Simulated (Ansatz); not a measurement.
# SnPb5Se6: the cost of one run

Program: Ansatz 0.2.0. Level of theory: DFT PBE, scalar-relativistic, plane waves, PAW. These are calculated values, not measurements.

### Step 1. The system as given

Symmetry: P4/mmm, No. 123, tetragonal system. The conventional cell has a = 4.364 Å, b = 4.364 Å, c = 18.514 Å, α = 90.00°, β = 90.00°, γ = 90.00°. Sn (site symmetry 4/mmm) has 6 Se at 3.09 Å as nearest neighbours. Pb (site symmetry 4/mmm) is surrounded by 6 Se at 3.09 Å. Around Pb (site symmetry 4mm) lie 6 Se at 3.09 Å. Se (site symmetry 4mm) is surrounded by 6 Pb at 3.09 Å. Around Se (site symmetry 4mm) lie 5 Pb at 3.09 Å and 1 Sn at 3.09 Å. Se (site symmetry 4/mmm) has 4 Sn at 3.09 Å and 2 Pb at 3.09 Å as nearest neighbours. Se (site symmetry 4/mmm) has 6 Pb at 3.09 Å as nearest neighbours.

As a file:

```cif
data_structure
_symmetry_space_group_name_H-M 'P 1'
_symmetry_Int_Tables_number 1
_cell_length_a 4.3638
_cell_length_b 4.3638
_cell_length_c 18.5142
_cell_angle_alpha 90.000
_cell_angle_beta 90.000
_cell_angle_gamma 90.000
_cell_volume 352.57
loop_
_atom_site_label
_atom_site_type_symbol
_atom_site_fract_x
_atom_site_fract_y
_atom_site_fract_z
_atom_site_occupancy
Sn1 Sn 0.50000 0.50000 0.50000 1
Pb1 Pb 0.00000 0.00000 0.00000 1
Pb2 Pb 0.50000 0.50000 0.16667 1
Pb3 Pb 0.00000 0.00000 0.33333 1
Pb4 Pb 0.00000 0.00000 0.66667 1
Pb5 Pb 0.50000 0.50000 0.83333 1
Se1 Se 0.00000 0.00000 0.16667 1
Se2 Se 0.50000 0.50000 0.33333 1
Se3 Se 0.00000 0.00000 0.50000 1
Se4 Se 0.50000 0.50000 0.66667 1
Se5 Se 0.00000 0.00000 0.83333 1
Se6 Se 0.50000 0.50000 0.00000 1
```

The start is an ordering of an alloy on its end members' structure types: elements ordered on the sites of the SnSe type, Pb/Sn on Sn (P4/mmm, No. 123).

### Step 2. The guess as it stands, on a coarse mesh

The input, input.yaml:

```yaml
crystal:
  lattice:
    - [4.36383007, 0.0, 0.0]
    - [0.0, 4.36383007, 0.0]
    - [0.0, 0.0, 18.51416302]
  atoms:
    - { symbol: Sn, position: [0.5, 0.5, 0.5] }
    - { symbol: Pb, position: [0.0, 0.0, 0.0] }
    - { symbol: Pb, position: [0.5, 0.5, 0.16666667] }
    - { symbol: Pb, position: [0.0, 0.0, 0.33333333] }
    - { symbol: Pb, position: [0.0, 0.0, 0.66666667] }
    - { symbol: Pb, position: [0.5, 0.5, 0.83333333] }
    - { symbol: Se, position: [0.0, 0.0, 0.16666667] }
    - { symbol: Se, position: [0.5, 0.5, 0.33333333] }
    - { symbol: Se, position: [0.0, 0.0, 0.5] }
    - { symbol: Se, position: [0.5, 0.5, 0.66666667] }
    - { symbol: Se, position: [0.0, 0.0, 0.83333333] }
    - { symbol: Se, position: [0.5, 0.5, 0.0] }
basis:
  ecutwfc: 420
kpoints:
  mp_grid: { grid: [4, 4, 1] }
hamiltonian:
  xc: pbe
scf:
  occupations: { method: gaussian, width: 0.1 }
  lower_state_search: "off"
output:
  forces: true
  stress: true
  eigenvalues: true
```

Run with:

```console
> ansatz run input.yaml --threads 1 --pin off --max-ram 2560MiB --backend cpu --events-out ev --progress --plain --runs-dir out
```

What time and memory should one allow on 1 thread of Intel Xeon at 2.50GHz (Skylake/Cascade Lake), shared host?

About 22 s, with a peak of 0.69 GiB.
